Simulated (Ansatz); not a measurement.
# C₂H₆FNSi: basis-set convergence

Aim: see how fast density functionals converge with the basis set for C₂H₆FNSi.

Program: Ansatz 0.2.0, Gaussian basis. Level of theory: one geometry, several basis sets. These are calculated values, not measurements.

The runs, in order: PBE0-D4/def2-SVP; ωB97M-V/def2-SVP; PBE0-D4/def2-QZVPP; ωB97M-V/def2-QZVPP; the functionals' def2-TZVPP values are taken from earlier runs.

### Step 1. The geometry

The geometry comes from an earlier relaxation with PBE0-D4 in a triple-zeta def2 set; it is a stationary point, not always the lowest conformer.

SMILES `C[C@@H]1N[Si@@H]1F`, 11 atoms, charge 0, spin multiplicity 1.

Atoms are counted from 1 here; the program's logs count them from 0.

Bond lengths: C1–C2 1.505 Å, C1–H6 1.095 Å, C1–H7 1.091 Å, C1–H8 1.093 Å, C2–N3 1.513 Å, C2–Si4 1.822 Å, C2–H9 1.093 Å, N3–Si4 1.682 Å, N3–H10 1.007 Å, Si4–F5 1.590 Å, Si4–H11 1.475 Å. Angles: C2–C1–H6 111.0°, C2–C1–H7 111.2°, C2–C1–H8 110.5°, H6–C1–H7 107.8°, H6–C1–H8 108.0°, H7–C1–H8 108.2°, C1–C2–N3 115.6°, C1–C2–Si4 127.2°, C1–C2–H9 113.0°, N3–C2–Si4 59.7°, N3–C2–H9 114.3°, Si4–C2–H9 115.5°, C2–N3–Si4 69.3°, C2–N3–H10 120.3°, Si4–N3–H10 134.9°, C2–Si4–N3 51.0°, C2–Si4–F5 124.0°, C2–Si4–H11 124.5° and more.

### Step 2. PBE0-D4 in def2-SVP

in.yaml

```yaml
crystal:
  periodic: [false, false, false]
  atoms:
    - {symbol: C, position_ang: [-1.144523, 0.480075, 0.867641]}
    - {symbol: C, position_ang: [0.036496, -0.330138, 0.406280]}
    - {symbol: N, position_ang: [1.220740, 0.468144, -0.093342]}
    - {symbol: Si, position_ang: [0.628656, -0.538156, -1.304368]}
    - {symbol: F, position_ang: [-0.048107, 0.149051, -2.568063]}
    - {symbol: H, position_ang: [-0.932522, 0.973997, 1.821688]}
    - {symbol: H, position_ang: [-1.399867, 1.253277, 0.140797]}
    - {symbol: H, position_ang: [-2.018839, -0.161320, 1.006452]}
    - {symbol: H, position_ang: [0.297689, -1.136859, 1.096706]}
    - {symbol: H, position_ang: [2.070480, 0.507447, 0.444967]}
    - {symbol: H, position_ang: [1.355096, -1.722517, -1.798059]}
basis:
  gaussian: {orbitals: def2-SVP}
hamiltonian: {xc: pbe0, dispersion: d4}
output: {orbitals: {seedname: orbitals}}
```

Command:

```sh
$ ansatz run in.yaml --threads 4 --pin off --events-out ev --progress --plain --max-ram 10444MiB
```

What it wrote:

```text
Functional definition: PBE0
  name "PBE0"
  cite "Adamo & Barone, J. Chem. Phys. 110, 6158 (1999) doi:10.1063/1.478522"
  cite "Perdew, Burke & Ernzerhof, Phys. Rev. Lett. 77, 3865 (1996) doi:10.1103/PhysRevLett.77.3865"
  parent pbe
  parameter a = 0.25
  parameter kappa = 0.804
  parameter beta = 0.06672455060314922
  exchange = (1 - a)*pbe_x(kappa = kappa, mu = beta*pi^2/3) + a*exact_x
  correlation = pbe_c(beta = beta)
1180 factors; their error is unknown
mean field evaluation 1: about -14230.9621 eV, gradient 6.1e1 eV
mean field evaluation 2: about -14220.3279 eV, gradient 9.0e1 eV
mean field evaluation 4: about -14239.3134 eV, gradient 5.0e0 eV
mean field evaluation 8: about -14239.3613 eV, gradient 5.9e-2 eV
mean field evaluation 16: about -14239.4027 eV, gradient 2.7e-5 eV
mean field -14239.40266019 eV, -523.2883959482 hartree, gradient 2.7e-5 eV, S^2 0.000000; 0 other end points of the search recorded, 0 dependent functions left out
reference -14239.40268648 eV, -523.2883969144 hartree; 24, 24 occupied and 80, 80 virtual orbitals, 1180 factors
Total energy: -14239.58612900 eV, -523.2951383028 hartree
```

Run time: 0.95 s. Hardware: 4 threads of Arm Neoverse V1, shared host.

### Step 3. ωB97M-V in def2-SVP

in.yaml, as its differences from that of step 2:

```diff
@@ -16,3 +16,3 @@
   gaussian: {orbitals: def2-SVP}
-hamiltonian: {xc: pbe0, dispersion: d4}
+hamiltonian: {xc: {name: wB97M-V}}
 output: {orbitals: {seedname: orbitals}}
```

The command is unchanged.

What it wrote, cut to the lines that bear on the results:

```text
Functional definition: wB97M-V
  name "wB97M-V"
  cite "Mardirossian & Head-Gordon, J. Chem. Phys. 144, 214110 (2016) doi:10.1063/1.4952647"
  cite "Becke, J. Chem. Phys. 107, 8554 (1997) doi:10.1063/1.475007"
  cite "Vydrov & Van Voorhis, J. Chem. Phys. 133, 244103 (2010) doi:10.1063/1.3521275"
  # Of w^i u^j: cxij and so on, Table III.
[...]
  gx(w, u) = 1 - cx + cx01*u + cx10*w
  gss(w, u) = css00 + css04*u^4 + css10*w + css20*w^2 + css43*w^4*u^3
  gos(w, u) = cos00 + cos10*w + (cos20 + cos21*u)*w^2 + (cos60 + cos61*u)*w^6
[...]
      + integral(e_c_pw_mod_opposite_spin*gos(b97_w_opposite, b97_u_opposite)) + vv10(b, c)
1180 factors; their error is unknown
304 factors; integrals over basis functions are off by at most 7.4e-6 eV
[...]
mean field -14246.55199099 eV, -523.5511290091 hartree, gradient 1.3e-5 eV, S^2 0.000000; 0 other end points of the search recorded, 0 dependent functions left out
reference -14246.55203236 eV, -523.5511305294 hartree; 24, 24 occupied and 80, 80 virtual orbitals, 1180 factors
Total energy: -14246.55203236 eV, -523.5511305294 hartree
```

It took 3.7 s on 4 threads of Arm Neoverse V1, shared host; peak memory 0.31 GiB.

### Step 4. PBE0-D4 in def2-QZVPP

in.yaml, as its differences from that of step 3:

```diff
@@ -15,4 +15,4 @@
 basis:
-  gaussian: {orbitals: def2-SVP}
-hamiltonian: {xc: {name: wB97M-V}}
+  gaussian: {orbitals: "def2-QZVPP.json"}
+hamiltonian: {xc: pbe0, dispersion: d4}
 output: {orbitals: {seedname: orbitals}}
```

The command is unchanged.

What it wrote:

```text
Functional definition: PBE0
  name "PBE0"
  cite "Adamo & Barone, J. Chem. Phys. 110, 6158 (1999) doi:10.1063/1.478522"
  cite "Perdew, Burke & Ernzerhof, Phys. Rev. Lett. 77, 3865 (1996) doi:10.1103/PhysRevLett.77.3865"
  parent pbe
  parameter a = 0.25
  parameter kappa = 0.804
  parameter beta = 0.06672455060314922
  exchange = (1 - a)*pbe_x(kappa = kappa, mu = beta*pi^2/3) + a*exact_x
  correlation = pbe_c(beta = beta)
1461 factors; their error is unknown
mean field evaluation 1: about -14238.3327 eV, gradient 7.7e1 eV
mean field evaluation 2: about -14214.7745 eV, gradient 1.2e2 eV
mean field evaluation 4: about -14250.4902 eV, gradient 9.4e0 eV
mean field evaluation 8: about -14250.6389 eV, gradient 1.6e-1 eV
mean field evaluation 16: about -14250.6457 eV, gradient 1.7e-4 eV
mean field -14250.64574480 eV, -523.7015716869 hartree, gradient 2.3e-5 eV, S^2 0.000000; 0 other end points of the search recorded, 0 dependent functions left out
reference -14250.64578385 eV, -523.7015731218 hartree; 24, 24 occupied and 454, 454 virtual orbitals, 1461 factors
Total energy: -14250.82922637 eV, -523.7083145102 hartree
```

It took 7.5 s on 4 threads of Arm Neoverse V1, shared host; peak memory 1.6 GiB.

### Step 5. ωB97M-V in def2-QZVPP

in.yaml, as its differences from that of step 4:

```diff
@@ -16,3 +16,3 @@
   gaussian: {orbitals: "def2-QZVPP.json"}
-hamiltonian: {xc: pbe0, dispersion: d4}
+hamiltonian: {xc: {name: wB97M-V}}
 output: {orbitals: {seedname: orbitals}}
```

The command is unchanged.

What it wrote, cut to the lines that bear on the results:

```text
Functional definition: wB97M-V
  name "wB97M-V"
  cite "Mardirossian & Head-Gordon, J. Chem. Phys. 144, 214110 (2016) doi:10.1063/1.4952647"
  cite "Becke, J. Chem. Phys. 107, 8554 (1997) doi:10.1063/1.475007"
  cite "Vydrov & Van Voorhis, J. Chem. Phys. 133, 244103 (2010) doi:10.1063/1.3521275"
  # Of w^i u^j: cxij and so on, Table III.
[...]
  gx(w, u) = 1 - cx + cx01*u + cx10*w
  gss(w, u) = css00 + css04*u^4 + css10*w + css20*w^2 + css43*w^4*u^3
  gos(w, u) = cos00 + cos10*w + (cos20 + cos21*u)*w^2 + (cos60 + cos61*u)*w^6
[...]
      + integral(e_c_pw_mod_opposite_spin*gos(b97_w_opposite, b97_u_opposite)) + vv10(b, c)
1441 factors; their error is unknown
366 factors; integrals over basis functions are off by at most 6.9e-6 eV
[...]
mean field -14258.01023865 eV, -523.9722118438 hartree, gradient 1.8e-5 eV, S^2 0.000000; 0 other end points of the search recorded, 0 dependent functions left out
reference -14258.01030241 eV, -523.9722141870 hartree; 24, 24 occupied and 454, 454 virtual orbitals, 1441 factors
Total energy: -14258.01030241 eV, -523.9722141870 hartree
```

Wall time 17 s (4 threads of Arm Neoverse V1, shared host); peak memory 2 GiB.

### Step 6. Functionals by basis

The def2-TZVPP values come from earlier runs at the same geometry.

```
functional       basis  functions  energy (eV)  from the largest (eV)  HOMO (eV)  LUMO (eV)
   PBE0-D4    def2-SVP        104  -14239.5861                 11.243      -6.97       1.00
   PBE0-D4  def2-TZVPP        250  -14250.1815                  0.648      -7.10       0.47
   PBE0-D4  def2-QZVPP        478  -14250.8292                  0.000      -7.14       0.24
   ωB97M-V    def2-SVP        104  -14246.5520                 11.458      -9.24       2.91
   ωB97M-V  def2-TZVPP        250  -14257.4026                  0.608      -9.38       2.07
   ωB97M-V  def2-QZVPP        478  -14258.0103                  0.000      -9.41       1.58
```

### Step 7. Outcome

```
                                       quantity           value
PBE0-D4: double and triple zeta above quadruple  11.24, 0.65 eV
ωB97M-V: double and triple zeta above quadruple  11.46, 0.61 eV
```

For PBE0-D4 the step from double to triple zeta gains 10.60 eV and the next only 0.65 eV. These are total energies; as a rule much of such shifts cancels in differences, which this series doesn't test. The LUMO of ωB97M-V is positive and keeps falling with the basis (2.91 to 1.58 eV): an unbound level that the basis holds in place.

For PBE0-D4 the largest set took about 8 times as long as the smallest (7.5 s against 0.95 s).
